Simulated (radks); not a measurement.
# Ge in [Ar] 3d10 4s2 4p2: an all-electron calculation

An exercise on one series of results from a longer session: the logs are not shown, and one member is left open.

Method: scalar-relativistic Kohn-Sham, BLYP, spin-polarised, spherical densities, point nucleus; open shells are filled with parallel spins first. Code: radks (a radial shooting solver on a logarithmic mesh, Libxc functionals) version 1.

## What is computed

```
element       : germanium (Z = 32)
charge        : 0
electrons     : 32
configuration : [Ar] 3d10 4s2 4p2
```

The outer shells:

Ge
```
[Ar] core
3d [↑↓][↑↓][↑↓][↑↓][↑↓]
4s [↑↓]
4p [↑ ][↑ ][  ]
```

Set-up of the first run:

The run's settings:

```text
Z 32
configuration [Ar] 3d10 4s2 4p2 5s0 4d0 5p0 4f0
relativity scalar-relativistic
functional b88,lyp
spin polarised
nucleus point
c 137.035999084
```

One table of the session follows, with a row left open; its other results are not shown here.

It belongs to the step «Orbitals and density». From the orbitals of this run (lengths in bohr):

| level | <r> | outermost maximum (interpolated) | 90 % within | nodes |
| --- | --- | --- | --- | --- |
| 1s up | 0.04700 | 0.0307 | 0.0840 | 0 |
| 1s down | 0.04700 | 0.0307 | 0.0840 | 0 |
| 2s up | 0.2101 | 0.176 | 0.325 | 1 |
| 2s down | 0.2101 | 0.176 | 0.325 | 1 |
| 2p up | 0.1837 | 0.141 | 0.300 | 0 |
| 2p down | 0.1837 | 0.141 | 0.300 | 0 |
| 3s up | 0.6244 | 0.542 | 0.934 | 2 |
| 3s down | 0.6243 | 0.542 | 0.934 | 2 |
| 3p up | 0.6473 | 0.543 | 0.996 | 1 |
| 3p down | 0.6470 | 0.543 | 0.995 | 1 |
| 3d up | 0.7392 | 0.503 | 1.26 | 0 |
| 3d down | 0.7353 | 0.503 | 1.25 | 0 |
| 4s up | ? | ? | ? | ? |
| 4s down | 2.111 | 1.72 | 3.21 | 3 |
| 4p up | 2.860 | 2.20 | 4.50 | 2 |
| 4p down | 3.009 | 2.21 | 4.84 | 2 |

Estimate the missing values for 4s up.

The run gave: <r>: 2.112; outermost maximum (interpolated): 1.74; 90 % within: 3.20; nodes: 3. In the column «<r>» it lies between 4s down (2.111) and 4p up (2.860).

Caveats from the session: Open shells are spherical and high-spin; term and fine-structure splittings are not resolved.
